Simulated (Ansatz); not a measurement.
# ZnCl radical: single points off equilibrium

One table from this session's results is given with a row withheld; the runs are named, their logs left out.

Method: single points in def2-TZVPP; program: Ansatz 0.2.0, Gaussian basis.

Cores are frozen in the correlated methods. The 3s and 3p shells of Cu and Zn are frozen; filled d shells are correlated. Orbitals are unrestricted.

### Where the work starts

2 atoms, charge 0, spin multiplicity 2.

Atoms are counted from 1 here; the program's logs count them from 0.

Bond lengths: Cl1–Zn2 2.229 Å.

Coordinates:

```xyz
2

Cl   -0.9331    0.2805   -0.4996
Zn    0.9616   -0.3478    0.4914
```

The first run:

File run/in.yaml:

```yaml
crystal:
  periodic: [false, false, false]
  atoms:
    - {symbol: Cl, position_ang: [-0.933100, 0.280500, -0.499600]}
    - {symbol: Zn, position_ang: [0.961600, -0.347800, 0.491400]}
basis:
  gaussian: {orbitals: def2-TZVPP}
magnetization: {spin_polarized: true, initial_magnetization: 1}
correlation: {method: ccsd_t, frozen_orbitals: {Cl: 5, Zn: 9}}
scf: {omitted_lower_state_checks: [cluster_reference]}
output: {forces: true}
```

No record of the launch command was kept for these runs.

Steps of the session up to this table: CCSD(T)/def2-TZVPP; PBE0-D4/def2-TZVPP; wB97M-V/def2-TZVPP; r2SCAN-D4/def2-TZVPP; PBE-D4/def2-TZVPP; BHLYP-D4/def2-TZVPP; SPW92/def2-TZVPP.

One table of the session follows, with a row left open; its other results are not shown here.

```
   method  RMS force component (eV/Å)  dipole (D)
  CCSD(T)                       0.438        3.11
  PBE0-D4                       0.405        3.06
  wB97M-V                       0.430        3.06
r2SCAN-D4                       0.475        2.96
   PBE-D4                       0.293        2.70
 BHLYP-D4                           ?           ?
    SPW92                       0.564        2.70
```

Q: Estimate the row for BHLYP-D4 from the others.

As computed: RMS force component (eV/Å): 0.345; dipole (D): 3.32. In the column «RMS force component (eV/Å)» it lies between PBE-D4 (0.293) and PBE0-D4 (0.405).
